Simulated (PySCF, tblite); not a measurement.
# C7H6O3: geometry, infrared bands and NMR shifts

Wanted: the infrared bands and NMR shifts of C7H6O3 (`CC#C/C=C(/C=O)C(=O)O`), by calculation.

Computed with tblite 0.8.0 and PySCF 2.14.0, with density-fitted response routines of our own, on a single molecule in the gas phase. Atoms count from 0, in the outputs and in this text.

## (1) The molecule as given

16 atoms, charge 0, multiplicity 1; geometry from: force field or distance geometry start.

Bonds of the start (Å): C0–C1 1.48, C1–C2 1.18, C2–C3 1.44, C3–C4 1.35, C4–C5 1.49, C5–O6 1.23, C4–C7 1.47, C7–O8 1.22, C7–O9 1.36, C0–H10 1.10, C0–H11 1.09, C0–H12 1.08, C3–H13 1.08, C5–H14 1.10, O9–H15 0.98.

## (2) Geometry optimisation with GFN2-xTB

Job settings and geometry (Å):

```
{"job": {"kind": "relax", "xc": "GFN2-xTB", "basis": "xTB"}, "charge": 0, "multiplicity": 1}
C      3.293900    -1.263400     0.160200
C      2.112100    -0.400700    -0.052600
C      1.157900     0.282200    -0.202100
C      0.011800     1.124100    -0.411900
C     -1.263900     0.757900    -0.155700
C     -2.296600     1.797400    -0.447600
O     -2.034300     2.923700    -0.873800
C     -1.645500    -0.567700     0.352900
O     -0.931100    -1.519800     0.625300
O     -2.988700    -0.684600     0.510300
H      2.983900    -2.244700     0.537500
H      3.970000    -0.816300     0.886000
H      3.822700    -1.407200    -0.767400
H      0.237700     2.112800    -0.783000
H     -3.338100     1.513100    -0.245900
H     -3.099500    -1.597900     0.856300
```

On the command line:

```sh
OMP_NUM_THREADS=1 python probes_run.py task.json out
```

The driver reads the jobs from task.json and runs them one after another.

**Question.** This job is followed by: GFN2-xTB harmonic vibrations, gas phase; GIAO PBE0/pcSseg-1 NMR shielding, non-relativistic, gas phase. Predict these results of the whole session: strongest single infrared mode (GFN2-xTB); zero-point energy (GFN2-xTB); 13C shifts against TMS (PBE0/pcSseg-1); 1H shifts against TMS (PBE0/pcSseg-1, means over atoms taken as alike); 17O shifts against H2O (PBE0/pcSseg-1).

As calculated:

| quantity | value |
| --- | --- |
| strongest single infrared mode (GFN2-xTB) | 1724 cm⁻¹, 588 km/mol |
| zero-point energy (GFN2-xTB) | 68.9 kcal/mol |
| 13C shifts against TMS (PBE0/pcSseg-1) | 193.2, 168.6, 147.8, 145.2, 137.8, 89.0, 8.6 ppm |
| 1H shifts against TMS (PBE0/pcSseg-1, means over atoms taken as alike) | 10.38, 7.61, 6.26, 2.63 ppm |
| 17O shifts against H2O (PBE0/pcSseg-1) | 652.9, 422.5, 203.2 ppm |

Relaxing lowered the energy by 0.220 eV in 25 steps; the close pair that moved most is C2–C3, from 1.437 to 1.387 Å. The lowest mode is imaginary (22i cm⁻¹), so the xTB geometry is not a minimum. The strongest single mode, at 1724 cm⁻¹, moves mainly C5 and O6. GFN2-xTB is a fitted tight-binding method: band positions and strengths are rough. Its intensities can rank the bands wrongly. C5 (aldehyde carbonyl carbon) lies farthest downfield among carbon, at 193.2 ppm; the double bond to the heteroatom, with no lone-pair donor beside it, deshields it most. H14 (hydrogen on an aldehyde carbonyl carbon) lies farthest downfield among hydrogen, at 10.38 ppm; the C=O anisotropy and electron withdrawal place aldehyde protons far downfield. At PBE0/pcSseg-1: Shielding is most anisotropic at O6 (span 1354 ppm, paramagnetic term -718 ppm).
